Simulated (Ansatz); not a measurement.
Relaxation of a periodic cell of 13 atoms, Zn$_{12}$H (host Zn, host structure hcp, interstitial H), to a largest force component of 0.03 eV/Å in at most 60 steps.

All numbers below come from DFT LDA, scalar-relativistic, plane waves, PAW in Ansatz 0.2.0. Settings: cutoff 420 eV, k mesh 4x3x3, gaussian smearing 0.05 eV, no spin polarisation.

```xyz
13
Lattice="5.3200 0.0000 0.0000 -3.9900 6.9109 0.0000 0.0000 0.0000 4.9370" Properties=species:S:1:pos:R:3
Zn 0.000 0.000 0.000
Zn 0.000 1.536 2.468
Zn -1.330 2.304 0.000
Zn -1.330 3.839 2.468
Zn -2.660 4.607 0.000
Zn -2.660 6.143 2.468
Zn 2.660 0.000 0.000
Zn 2.660 1.536 2.468
Zn 1.330 2.304 0.000
Zn 1.330 3.839 2.468
Zn 0.000 4.607 0.000
Zn 0.000 6.143 2.468
H 1.184 0.763 6.215
```

Q: Where does it end, and by what steps?

A: It converged. The force dipped under the threshold on the way, but the program's further checks kept it going. Limits of this set-up: coarse k mesh, odd electron count without spin, a small cell, in which the defect meets its images, a typed lattice constant that wasn't relaxed here. After 13 steps the energy has fallen by 0.377 eV; H13 moved furthest, 1.41 Å. Joined: Zn3–H13 (3.21 → 1.83 Å), Zn9–H13 (2.01 → 1.83 Å).

```
step  energy less start (eV)  largest force component (eV/Å)  accepted
   0                  0.0000                           0.449       yes
   1                 -0.1023                           0.213       yes
   2                 -0.1654                           0.079       yes
   3                 -0.1953                           0.096       yes
   4                 -0.2117                           0.078       yes
   5                 -0.2425                           0.107       yes
   6                 -0.2804                           0.131       yes
   7                 -0.3105                           0.101       yes
   8                 -0.3423                           0.090       yes
   9                 -0.3657                           0.074       yes
  10                 -0.3607                           0.080        no
  11                 -0.3743                           0.077       yes
  12                 -0.3768                           0.023       yes
  13                 -0.3768                           0.023       yes
```

```xyz
13
Lattice="5.3200 0.0000 0.0000 -3.9900 6.9109 0.0000 0.0000 0.0000 4.9370" Properties=species:S:1:pos:R:3
Zn 0.030 -0.212 -0.151
Zn 0.115 1.445 2.565
Zn -1.400 2.347 0.282
Zn -1.206 3.757 2.663
Zn -2.578 4.631 0.057
Zn -2.527 6.045 2.503
Zn 2.715 -0.019 0.148
Zn 2.798 1.416 2.591
Zn 1.476 2.406 -0.243
Zn 1.467 3.786 2.422
Zn 0.027 4.552 0.175
Zn 0.105 6.036 2.506
H 0.162 1.432 5.509
```

Whether the end is a true minimum wasn't checked by a vibrational analysis.

Run time: 45 s on 4 threads of INTEL(R) XEON(R) PLATINUM 8581C CPU @ 2.30GHz (Emerald Rapids) (shared host), peak memory 0.79 GiB.
